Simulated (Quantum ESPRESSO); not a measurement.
**GaF in Quantum ESPRESSO: the effect of target pressure**

Crystal: GaF.

```
CELL_PARAMETERS angstrom
3.16592 0.00000 0.00000
0.00000 3.16592 0.00000
0.00000 0.00000 3.16592
ATOMIC_POSITIONS crystal
Ga 0.00000 0.00000 0.00000
F 0.50000 0.50000 0.50000
```

The cell was built by a generator and needn't be a form met in nature.

Alike in all runs:

- Program: Quantum ESPRESSO 7.5
- Task: phonons
- Functional: PBE
- Potentials or basis: GBRV 1.5 PBE
- Cutoff: 762 eV
- Density cutoff: 6095 eV
- k mesh: 6 × 6 × 6, shifted
- Occupations: fermi-dirac, width 0.05 eV
- Spin: no spin polarisation

Each run relaxes the cell or the atoms first.

Question: One run gave: relaxed volume 14.43 Å³/atom; dielectric constant 6.92 mean; highest phonon frequency -3 cm⁻¹. Which target pressure did it use?
A. 0 GPa
B. 5 GPa
C. 40 GPa
D. 20 GPa
E. 10 GPa

Answer: B.

```tsv
target pressure	relaxed volume (Å³/atom)	dielectric constant (mean)	highest phonon frequency (cm⁻¹)
0 GPa	15.79	6.33	-1
5 GPa	14.43	6.92	-3
10 GPa	13.53	7.40	-1
20 GPa	12.33	8.19	1
40 GPa	10.92	9.50	69
```

Caveats: some modes are imaginary (some runs); the cell is more than 3 GPa from zero pressure, which shifts response properties (some runs); the volume moved by over 15 % at a fixed basis, so the end points are rough (some runs).
